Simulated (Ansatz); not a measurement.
# H3 (doublet): the correlation ladder at distance H1–H2 along a hydrogen transfer = 0.840 Å, cc-pVQZ

Aim: climb from Hartree-Fock through coupled cluster and multireference methods for H3 (doublet) at one geometry and basis, and see what each rung misses.

The runs use Ansatz 0.2.0, Gaussian basis; cc-pVQZ, correlated electrons: outside noble gas.

The runs, in order: UHF; CCSD(T) on ROHF; CCSD(T) on UHF; BCCD(T) on ROHF; CISD; CCSDT on ROHF; CCSDT on UHF; CASSCF and NEVPT2, 3 electrons in 3 orbitals; Full CI.

## Step 1: The geometry

The geometry derives from fragments relaxed apart (PBE0/def2-TZVP) and kept rigid, so it is no stationary point. A hydrogen atom is moved between rigid fragments.

3 atoms, charge 0, spin multiplicity 2.

Atoms are counted from 1 here; the program's logs count them from 0.

Bond lengths: H1–H2 0.840 Å.

In the tables R marks a restricted open-shell determinant and U an unrestricted one; 'valence' is the active space of 3 electrons in 3 orbitals; correlation energies count from the lowest restricted Hartree-Fock solution.

## Step 2: UHF

in.yaml reads:

```yaml
crystal:
  periodic: [false, false, false]
  atoms:
    - {symbol: H, position_ang: [0.000000, 0.000000, -0.850667]}
    - {symbol: H, position_ang: [0.000000, 0.000000, -0.010667]}
    - {symbol: H, position_ang: [0.000000, 0.000000, 0.861333]}
basis:
  gaussian: {orbitals: cc-pVQZ}
magnetization: {spin_polarized: true, initial_magnetization: 1}
hamiltonian: {xc: hf}
output: {orbitals: {seedname: orbitals}}
```

The run is started by

```
ansatz run in.yaml --threads 1 --pin off --events-out ev --progress --plain --max-ram 2393MiB
```

The runs that follow: CCSD(T) on ROHF; CCSD(T) on UHF; BCCD(T) on ROHF; CISD; CCSDT on ROHF; CCSDT on UHF; CASSCF and NEVPT2, 3 electrons in 3 orbitals; Full CI.

Before running them: what should the planned runs give, taken together? Wanted: correlation energy, FCI; RMP2 from FCI; UMP2 from FCI; RCCSD from FCI; RCCSD(T) from FCI; UCCSD(T) from FCI; NEVPT2 valence from FCI; T1 diagnostic; effectively unpaired electrons.

**Answer**, as computed:

| quantity | value |
| --- | --- |
| correlation energy, FCI | -1.6928 eV |
| RMP2 from FCI | +28.0 kJ/mol |
| UMP2 from FCI | +30.3 kJ/mol |
| RCCSD from FCI | +1.9 kJ/mol |
| RCCSD(T) from FCI | +0.3 kJ/mol |
| UCCSD(T) from FCI | +0.3 kJ/mol |
| NEVPT2 valence from FCI | +23.1 kJ/mol |
| levels of the table within 1 kcal/mol (43 meV) | CISD, RCCSD, UCCSD, RCCSD(T), UCCSD(T), BCCD(T), RCCSDT, UCCSDT |
| T1 diagnostic | 0.030 |
| effectively unpaired electrons | 1.01 |

In words: RCCSD(T) lands +0.3 kJ/mol from the yardstick (0.2 % of the correlation energy). One determinant dominates. These misses are within one basis, not against nature.
